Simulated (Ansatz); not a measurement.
# C4H3F3: basis-set convergence

Aim: see how fast density functionals converge with the basis set for C4H3F3.

Program: Ansatz 0.2.0, Gaussian basis. Level of theory: one geometry, several basis sets. These are calculated values, not measurements.

Plan: PBE0-D4/def2-SVP; ωB97M-V/def2-SVP; PBE0-D4/def2-QZVPP; ωB97M-V/def2-QZVPP; the functionals' def2-TZVPP values are taken from earlier runs.

### 1 Structure used throughout

All runs share one geometry, relaxed beforehand with PBE0-D4 in a triple-zeta def2 set.

10 atoms, charge 0, spin multiplicity 1.

Atoms are counted from 1 here; the program's logs count them from 0.

Bond lengths: F1–C2 1.378 Å, C2–C3 1.451 Å, C2–H8 1.094 Å, C2–H9 1.094 Å, C3–C4 1.200 Å, C4–C5 1.456 Å, C5–F6 1.355 Å, C5–F7 1.355 Å, C5–H10 1.095 Å. Angles: F1–C2–C3 111.3°, F1–C2–H8 108.3°, F1–C2–H9 108.3°, C3–C2–H8 110.1°, C3–C2–H9 110.0°, H8–C2–H9 108.8°, C2–C3–C4 178.5°, C3–C4–C5 177.3°, C4–C5–F6 110.8°, C4–C5–F7 110.8°, C4–C5–H10 111.5°, F6–C5–F7 107.4°, F6–C5–H10 108.1°, F7–C5–H10 108.1°.

### 2 PBE0-D4 in def2-SVP

File in.yaml:

```yaml
crystal:
  periodic: [false, false, false]
  atoms:
    - {symbol: F, position_ang: [-2.851618, -0.161909, 0.167033]}
    - {symbol: C, position_ang: [-1.841721, 0.643072, 0.647031]}
    - {symbol: C, position_ang: [-0.541988, 0.186122, 0.191709]}
    - {symbol: C, position_ang: [0.545756, -0.168113, -0.169047]}
    - {symbol: C, position_ang: [1.836926, -0.648168, -0.641347]}
    - {symbol: F, position_ang: [2.474943, 0.312071, -1.354116]}
    - {symbol: F, position_ang: [2.637635, -0.978208, 0.401287]}
    - {symbol: H, position_ang: [-1.882189, 0.629822, 1.740564]}
    - {symbol: H, position_ang: [-2.022689, 1.665060, 0.300008]}
    - {symbol: H, position_ang: [1.728146, -1.530851, -1.280021]}
basis:
  gaussian: {orbitals: def2-SVP}
hamiltonian: {xc: pbe0, dispersion: d4}
output: {orbitals: {seedname: orbitals}}
```

Further steps of the session: ωB97M-V in def2-SVP; PBE0-D4 in def2-QZVPP; ωB97M-V in def2-QZVPP.

Q: Predict the results of all the runs planned. Wanted: PBE0-D4: double and triple zeta above quadruple; ωB97M-V: double and triple zeta above quadruple.

As calculated:

| quantity | value |
| --- | --- |
| PBE0-D4: double and triple zeta above quadruple | 15.30, 0.64 eV |
| ωB97M-V: double and triple zeta above quadruple | 15.64, 0.60 eV |

For PBE0-D4 the step from double to triple zeta gains 14.66 eV and the next only 0.64 eV. Total energies overstate the basis error of differences, where much of it tends to cancel. The LUMO of ωB97M-V is positive and keeps falling with the basis (1.86 to 1.25 eV): an unbound level that the basis holds in place.
